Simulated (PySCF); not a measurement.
# C7H10O4: the cost of one run

Programs: PySCF 2.14.0, with routines of our own; each step states its level. All values are computed. Atoms count from 0.

## Step 1: The system as given

21 atoms, charge 0, multiplicity 1; geometry from: GFN2-xTB.

## Step 2: Vibronic structure: TDDFT PBE0/def2-SV(P)

The job: settings as JSON, then the geometry in Å.

```
{"job": {"kind": "vib", "xc": "PBE0", "basis": "def2-SV(P)", "tda": false}, "charge": 0, "multiplicity": 1}
C      2.722530     0.252090     0.199591
C      1.396378    -0.068320     0.878599
C      0.328670    -0.476367    -0.142581
O      0.107213     0.566270    -1.092159
C     -0.725595     1.557112    -0.752825
O     -0.990689     2.436928    -1.519322
C     -1.336618     1.510692     0.664415
O     -1.655173     2.508062     1.242948
O     -1.502577     0.301963     1.218080
C     -1.009599    -0.837941     0.512326
C     -2.037662    -1.339774    -0.497733
H      3.114233    -0.626965    -0.306720
H      3.448606     0.580107     0.938220
H      2.592716     1.043647    -0.534165
H      1.050835     0.806389     1.435181
H      1.525751    -0.889501     1.585522
H      0.690290    -1.318428    -0.742409
H     -0.854048    -1.592408     1.290754
H     -2.991439    -1.491256     0.000572
H     -2.177261    -0.621693    -1.303455
H     -1.705481    -2.283664    -0.920608
```

Method: TDDFT PBE0/def2-SV(P) vertical-gradient vibronic structure (displaced harmonic oscillators, Condon), gas phase.

Run with:

```sh
$ OMP_NUM_THREADS=1 python excited_run.py task.json out
```

One launch serves the whole session: the jobs run in the order shown.

**Question.** How long does this first job take on 1 thread of AMD EPYC, shared host, and how much memory does it need?

About 2.6 min, with a peak of 1.1 GiB.
